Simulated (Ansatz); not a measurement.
Task: a rigid scan of one bond angle of CH5FSeSi, SMILES C[SiH](F)[SeH], with the Python package of Ansatz (0.2.0). Give the script and its output. Use (for the species named): CAM-B3LYP, def2-SVP basis, multiplicity 1.

```json
{"atom": "C", "x (Å)": "0.0360", "y (Å)": "0.5396", "z (Å)": "-1.0136"}
{"atom": "Si", "x (Å)": "0.3743", "y (Å)": "-0.7045", "z (Å)": "0.2686"}
{"atom": "F", "x (Å)": "1.7545", "y (Å)": "-0.2648", "z (Å)": "1.0728"}
{"atom": "Se", "x (Å)": "-1.2760", "y (Å)": "-0.8219", "z (Å)": "1.7476"}
{"atom": "H", "x (Å)": "-0.9383", "y (Å)": "0.2913", "z (Å)": "-1.5795"}
{"atom": "H", "x (Å)": "-0.1570", "y (Å)": "1.5854", "z (Å)": "-0.5373"}
{"atom": "H", "x (Å)": "0.8543", "y (Å)": "0.6514", "z (Å)": "-1.7432"}
{"atom": "H", "x (Å)": "0.6079", "y (Å)": "-1.9901", "z (Å)": "-0.3857"}
{"atom": "H", "x (Å)": "-1.1672", "y (Å)": "0.6673", "z (Å)": "2.1533"}
```

Script `bend_ch5fsesi.py`:
```python
"""Bending curve of CH5FSeSi."""

import ansatz as az
from ase import Atoms

atoms = Atoms(["C", "Si", "F", "Se", "H", "H", "H", "H", "H"], positions=[
    (0.036, 0.5396, -1.0136),
    (0.3743, -0.7045, 0.2686),
    (1.7545, -0.2648, 1.0728),
    (-1.276, -0.8219, 1.7476),
    (-0.9383, 0.2913, -1.5795),
    (-0.157, 1.5854, -0.5373),
    (0.8543, 0.6514, -1.7432),
    (0.6079, -1.9901, -0.3857),
    (-1.1672, 0.6673, 2.1533),
])

# relax first, so that the scan starts from a minimum
first = (
    az.Crystal.molecule_from_ase(atoms).calculation()
    .basis(gaussian="def2-SVP")
    .functional("CAM-B3LYP")
    .relax(force_tolerance=0.02, max_steps=80)
)
atoms.positions = first.run().report["positions_ang"]

rows = []
for angle in [90, 100, 110, 120, 135, 150, 165, 179]:
    bent = atoms.copy()
    bent.set_angle(1, 3, 8, angle, indices=[8])
    model = az.Crystal.molecule_from_ase(bent).calculation()
    model = model.basis(gaussian="def2-SVP").functional("CAM-B3LYP")
    rows.append((angle, model.run().report["free_energy_ev"]))
floor = min(e for _, e in rows)
for angle, e in rows:
    print(f"angle Si1-Se3-H8 = {angle:3d} deg   {1000 * (e - floor):9.1f} meV")
```

```console
$ python bend_ch5fsesi.py
angle Si1-Se3-H8 =  90 deg         0.0 meV
angle Si1-Se3-H8 = 100 deg        14.6 meV
angle Si1-Se3-H8 = 110 deg       129.8 meV
angle Si1-Se3-H8 = 120 deg       336.7 meV
angle Si1-Se3-H8 = 135 deg       788.9 meV
angle Si1-Se3-H8 = 150 deg      1342.7 meV
angle Si1-Se3-H8 = 165 deg      1858.7 meV
angle Si1-Se3-H8 = 179 deg      2109.1 meV
```

The scan is rigid, and the energies are electronic, in a modest basis. The zero is the lowest point of the grid, which needn't be the minimum. Finished in 4.5 min on 1 thread of Intel(R) Xeon(R) Processor @ 2.50GHz (Skylake/Cascade Lake), with other jobs on the host, peak memory 0.36 GiB.

(Lines on the test bed's own set-up are left out of the output.)
